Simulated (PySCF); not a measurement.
# C4H14BNSi: NMR shifts at several levels of theory, part 1 of 2

How much do the NMR shifts of C4H14BNSi (`BNC[Si](C)(C)C`) depend on the level of theory, and what does each level cost?

Computed with PySCF 2.14.0, with density-fitted response routines of our own, on a single molecule in the gas phase. Atoms are numbered from 0 throughout.

### 1 The molecule as given

21 atoms, charge 0, multiplicity 1; geometry from: GFN2-xTB.

Bonds of the start (Å): B0–N1 1.37, N1–C2 1.45, C2–Si3 1.93, Si3–C4 1.91, Si3–C5 1.91, Si3–C6 1.90, B0–H7 1.17, B0–H8 1.17, N1–H9 1.01, C2–H10 1.09, C2–H11 1.10, C4–H12 1.09, C4–H13 1.09, C4–H14 1.09, C5–H15 1.09, C5–H16 1.09, C5–H17 1.09, C6–H18 1.09, C6–H19 1.09, C6–H20 1.09.

### 2 Relaxing the molecule at PBE0-D3(BJ)/def2-SVP

What the job is given:

```
{"job": {"xc": "PBE0", "basis": "def2-SVP", "d3": "d3bj", "grid": 1, "kind": "geom"}, "charge": 0, "multiplicity": 1}
B      2.803440     1.211460    -0.059360
N      1.947680     0.296070     0.502990
C      0.624920     0.535680     1.048780
Si    -0.746920    -0.221410    -0.072900
C     -2.442630     0.018830     0.767510
C     -0.392460    -2.086060    -0.296630
C     -0.687700     0.653360    -1.764130
H      2.494090     2.342450    -0.089860
H      3.829780     0.837810    -0.488340
H      2.185270    -0.684630     0.529850
H      0.489710     1.613910     1.134980
H      0.573060     0.126560     2.063850
H     -3.242210    -0.378050     0.150240
H     -2.488020    -0.488440     1.726440
H     -2.656410     1.068740     0.942640
H      0.534980    -2.251870    -0.837530
H     -0.315080    -2.600100     0.657490
H     -1.184920    -2.569010    -0.860420
H     -1.307110     0.149390    -2.500170
H      0.328580     0.678570    -2.146800
H     -1.032890     1.680320    -1.691000
```

Output:

```text
step   0  E = -529.33670475  max force = 0.018195
step   1  E = -529.34091644  max force = 0.003159
step   2  E = -529.34099127  max force = 0.001492
step   3  E = -529.34103350  max force = 0.000999
step   4  E = -529.34104772  max force = 0.000842
step   5  E = -529.34107108  max force = 0.000650
step   6  E = -529.34108670  max force = 0.000702
step   7  E = -529.34110002  max force = 0.000545
step   8  E = -529.34110313  max force = 0.000475
step   9  E = -529.34110226  max force = 0.000344
optimisation converged
```

Run time: 3.3 min. Hardware: 8 threads of Intel Xeon at 2.50GHz (Skylake/Cascade Lake), shared host.

Along the way:

```
step  energy from step 0 (eV)  largest force component (eV/Å)
   0                   0.0000                          0.9356
   1                  -0.1146                          0.1624
   2                  -0.1166                          0.0767
   3                  -0.1178                          0.0514
   4                  -0.1182                          0.0433
   5                  -0.1188                          0.0334
   6                  -0.1192                          0.0361
   7                  -0.1196                          0.0280
   8                  -0.1197                          0.0244
   9                  -0.1197                          0.0177
```

Close pairs (by a distance rule), those that changed most:

```
  bond  before (Å)  after (Å)  change (Å)
 B0–H7       1.173      1.212      +0.039
 B0–H8       1.173      1.211      +0.037
Si3–C5       1.911      1.884      -0.027
Si3–C4       1.908      1.881      -0.026
Si3–C6       1.905      1.879      -0.026
C2–Si3       1.927      1.906      -0.021
C4–H12       1.085      1.102      +0.016
C4–H14       1.086      1.102      +0.016
```

The end geometry stands in the next job.

```
                         at the end point                value
  point group (found at 0.08 Å tolerance)                   C1
rotational constants (GHz, main isotopes)  2.896, 1.250, 1.233
                        dipole moment (D)                 2.45
```

### 3 Nuclear shieldings: PBE0/pcSseg-2

What the job is given:

```
{"job": {"kind": "nmr", "xc": "PBE0", "basis": "pcSseg-2", "pop": false}, "charge": 0, "multiplicity": 1}
B      2.877438     1.146148    -0.068453
N      1.966734     0.238067     0.451872
C      0.646921     0.509653     0.991662
Si    -0.760655    -0.211099    -0.072679
C     -2.391460     0.084298     0.817684
C     -0.463023    -2.059260    -0.288876
C     -0.743367     0.638756    -1.748120
H      2.601006     2.325961    -0.063578
H      3.924581     0.731842    -0.512696
H      2.203027    -0.748418     0.435396
H      0.518685     1.602438     1.052617
H      0.564224     0.132299     2.028365
H     -3.238807    -0.308673     0.233828
H     -2.403764    -0.411060     1.801542
H     -2.566987     1.159838     0.978747
H      0.501606    -2.255418    -0.784087
H     -0.464335    -2.584839     0.679479
H     -1.248445    -2.511303    -0.915185
H     -1.503748     0.212896    -2.421512
H      0.239985     0.524453    -2.230547
H     -0.944456     1.717001    -1.647831
```

Level: GIAO PBE0/pcSseg-2 NMR shielding, non-relativistic, gas phase.

Output:

```text
coarse grid: 16800 points
cycle   1  E = -529.5980266697  dE =  2.156e-01  |g| = 5.876e-01  |ddm| = 2.946e+00
cycle   2  E = -529.5861547257  dE =  1.187e-02  |g| = 6.268e-01  |ddm| = 8.482e-01
cycle   3  E = -529.6852807131  dE = -9.913e-02  |g| = 6.983e-02  |ddm| = 4.402e-01
cycle   4  E = -529.6861244927  dE = -8.438e-04  |g| = 3.691e-02  |ddm| = 5.913e-02
cycle   5  E = -529.6864073224  dE = -2.828e-04  |g| = 7.877e-03  |ddm| = 2.292e-02
cycle   6  E = -529.6864217790  dE = -1.446e-05  |g| = 1.626e-03  |ddm| = 7.561e-03
cycle   7  E = -529.6864224664  dE = -6.874e-07  |g| = 3.353e-04  |ddm| = 1.600e-03
final grid: 154168 points
cycle   8  E = -529.6959572953  dE = -1.357e-04  |g| = 9.146e-03  |ddm| = 5.307e-02
cycle   9  E = -529.6959478020  dE =  9.493e-06  |g| = 1.123e-02  |ddm| = 1.274e-02
cycle  10  E = -529.6959774438  dE = -2.964e-05  |g| = 1.566e-03  |ddm| = 6.973e-03
cycle  11  E = -529.6959779669  dE = -5.231e-07  |g| = 4.047e-04  |ddm| = 1.082e-03
cycle  12  E = -529.6959779996  dE = -3.272e-08  |g| = 8.468e-05  |ddm| = 2.661e-04
cycle  13  E = -529.6959780015  dE = -1.867e-09  |g| = 2.332e-05  |ddm| = 1.023e-04
cycle  14  E = -529.6959780016  dE = -1.244e-10  |g| = 3.108e-06  |ddm| = 2.283e-05
converged SCF energy = -529.6959780016

GIAO shielding tensors (ppm)
atom      isotropic    diamagn.    paramagn.     s11        s22        s33       span
  0 B       61.399     194.287    -132.888     26.466     46.211    111.521     85.055
  1 N      123.791     323.211    -199.420     -3.368    161.169    213.571    216.938
  2 C      139.423     248.232    -108.809    117.180    124.202    176.888     59.708
  3 Si     342.360     881.037    -538.676    331.950    341.570    353.560     21.610
  4 C      187.284     245.576     -58.292    183.966    186.507    191.378      7.413
  5 C      188.609     248.698     -60.089    182.974    186.324    196.530     13.556
  6 C      189.283     248.161     -58.877    182.449    187.092    198.308     15.859
  7 H       26.531      30.749      -4.217     23.579     26.364     29.651      6.071
  8 H       26.656      28.914      -2.258     24.534     26.248     29.186      4.652
  9 H       26.774      34.025      -7.251     21.096     28.815     30.411      9.315
 10 H       28.355      33.512      -5.157     25.184     28.720     31.160      5.976
 11 H       28.572      31.983      -3.411     23.963     28.720     33.031      9.068
 12 H       31.188      29.949       1.239     27.170     28.583     37.811     10.641
 13 H       31.317      30.705       0.612     27.155     28.887     37.909     10.754
 14 H       31.307      30.840       0.467     27.066     28.858     37.996     10.930
 15 H       31.037      32.933      -1.896     26.730     29.323     37.058     10.328
 16 H       31.366      31.720      -0.353     27.504     28.270     38.324     10.820
 17 H       31.235      30.890       0.345     27.171     28.703     37.832     10.661
 18 H       31.397      31.022       0.375     27.265     28.839     38.087     10.822
 19 H       30.893      32.770      -1.877     26.521     29.385     36.773     10.251
 20 H       31.439      32.053      -0.614     27.496     28.329     38.493     10.997
```

It took 4.3 min on 8 threads of Intel Xeon at 2.50GHz (Skylake/Cascade Lake), shared host.

The references, computed at this level on geometries of the same kind, shield at (ppm): ¹H TMS 31.25, ¹³C TMS 184.1, ²⁹Si TMS 341.3, ¹⁵N NH3 261.7, ¹¹B BF3·OEt2 99.1. Their shielding less the atom's gives the shift. The references are single molecules in the gas phase, so shifts against H2O, NH3, PH3, H3PO4 or CFCl3 are not on the usual liquid scales and can be off by tens of ppm. Atoms listed in one row are averaged.

```
                             atoms                                environment  σ (ppm)  δ (ppm)
                                C2                 sp3 CH2 bonded to N and Si    139.4     44.7
                        C4, C5, C6                 methyl carbon bonded to Si    188.4     -4.3
                            H7, H8            hydrogen on a boron bonded to N    26.59     4.65
                                H9      hydrogen on a nitrogen bonded to C, B    26.77     4.47
                          H10, H11  hydrogen on an sp3 CH2 bonded to N and Si    28.46     2.78
H12, H13, H14, H15, H16 and 4 more   hydrogen on a methyl carbon bonded to Si    31.24     0.00
                                B0                     boron bonded to N, 2 H     61.4     37.7
                                N1                 nitrogen bonded to C, B, H    123.8    137.9
                               Si3                      silicon bonded to 4 C    342.4     -1.1
```

### 4 Nuclear shieldings: PBE/pcSseg-2

The job, as its differences from that of step 3:

```diff
@@ -1,2 +1,2 @@
-{"job": {"kind": "nmr", "xc": "PBE0", "basis": "pcSseg-2", "pop": false}, "charge": 0, "multiplicity": 1}
+{"job": {"kind": "nmr", "xc": "PBE", "basis": "pcSseg-2", "pop": false}, "charge": 0, "multiplicity": 1}
 B      2.877438     1.146148    -0.068453
```

With the program's defaults for keys left out, this is: GIAO PBE/pcSseg-2 NMR shielding, non-relativistic, gas phase.

Output:

```text
coarse grid: 16800 points
cycle   1  E = -529.4200244827  dE =  1.264e-01  |g| = 8.538e-01  |ddm| = 3.002e+00
cycle   2  E = -529.1721172498  dE =  2.479e-01  |g| = 1.266e+00  |ddm| = 1.595e+00
cycle   3  E = -529.6042229633  dE = -4.321e-01  |g| = 1.661e-01  |ddm| = 1.089e+00
cycle   4  E = -529.6100193927  dE = -5.796e-03  |g| = 7.530e-02  |ddm| = 1.444e-01
cycle   5  E = -529.6112102803  dE = -1.191e-03  |g| = 1.995e-02  |ddm| = 5.140e-02
cycle   6  E = -529.6113100076  dE = -9.973e-05  |g| = 4.897e-03  |ddm| = 2.257e-02
cycle   7  E = -529.6113162372  dE = -6.230e-06  |g| = 8.700e-04  |ddm| = 4.851e-03
final grid: 154168 points
cycle   8  E = -529.6269946875  dE = -1.974e-04  |g| = 1.568e-02  |ddm| = 7.360e-02
cycle   9  E = -529.6268776221  dE =  1.171e-04  |g| = 2.675e-02  |ddm| = 2.682e-02
cycle  10  E = -529.6270493926  dE = -1.718e-04  |g| = 4.779e-03  |ddm| = 1.794e-02
cycle  11  E = -529.6270548493  dE = -5.457e-06  |g| = 6.721e-04  |ddm| = 3.022e-03
cycle  12  E = -529.6270549286  dE = -7.924e-08  |g| = 2.146e-04  |ddm| = 5.911e-04
cycle  13  E = -529.6270549417  dE = -1.316e-08  |g| = 5.664e-05  |ddm| = 2.723e-04
cycle  14  E = -529.6270549425  dE = -7.242e-10  |g| = 9.476e-06  |ddm| = 5.785e-05
converged SCF energy = -529.6270549425

GIAO shielding tensors (ppm)
atom      isotropic    diamagn.    paramagn.     s11        s22        s33       span
  0 B       57.401     194.115    -136.714     23.235     41.611    107.356     84.121
  1 N      111.376     320.958    -209.583    -14.614    145.793    202.949    217.563
  2 C      131.467     247.913    -116.446    107.481    116.188    170.733     63.253
  3 Si     325.248     881.548    -556.300    314.828    323.465    337.450     22.622
  4 C      182.710     244.672     -61.962    178.713    181.494    187.923      9.210
  5 C      184.225     247.829     -63.605    177.639    182.006    193.028     15.389
  6 C      184.909     247.180     -62.271    177.101    182.824    194.802     17.701
  7 H       26.415      30.679      -4.263     23.367     26.415     29.464      6.098
  8 H       26.554      29.033      -2.480     24.433     26.296     28.931      4.498
  9 H       26.382      33.717      -7.335     21.075     28.551     29.521      8.446
 10 H       28.177      33.373      -5.196     25.179     28.647     30.706      5.527
 11 H       28.331      31.893      -3.562     23.845     28.652     32.495      8.650
 12 H       31.108      29.897       1.211     27.268     28.630     37.427     10.160
 13 H       31.249      30.579       0.670     27.262     28.923     37.563     10.301
 14 H       31.239      30.697       0.542     27.168     28.891     37.657     10.489
 15 H       30.953      32.692      -1.738     26.804     29.347     36.710      9.905
 16 H       31.316      31.587      -0.271     27.606     28.315     38.027     10.421
 17 H       31.181      30.825       0.356     27.298     28.802     37.443     10.146
 18 H       31.352      30.943       0.409     27.400     28.958     37.698     10.297
 19 H       30.794      32.453      -1.660     26.577     29.401     36.403      9.826
 20 H       31.395      31.868      -0.473     27.599     28.378     38.206     10.607
```

Wall time 2.7 min (8 threads of Intel Xeon at 2.50GHz (Skylake/Cascade Lake), shared host).

This run: δ C2 47.9, C4 -4.6, B0 35.3, N1 149.7, H9 4.80, H7 4.69 ppm (means over like atoms).

(Continued in part 2 of 2.)
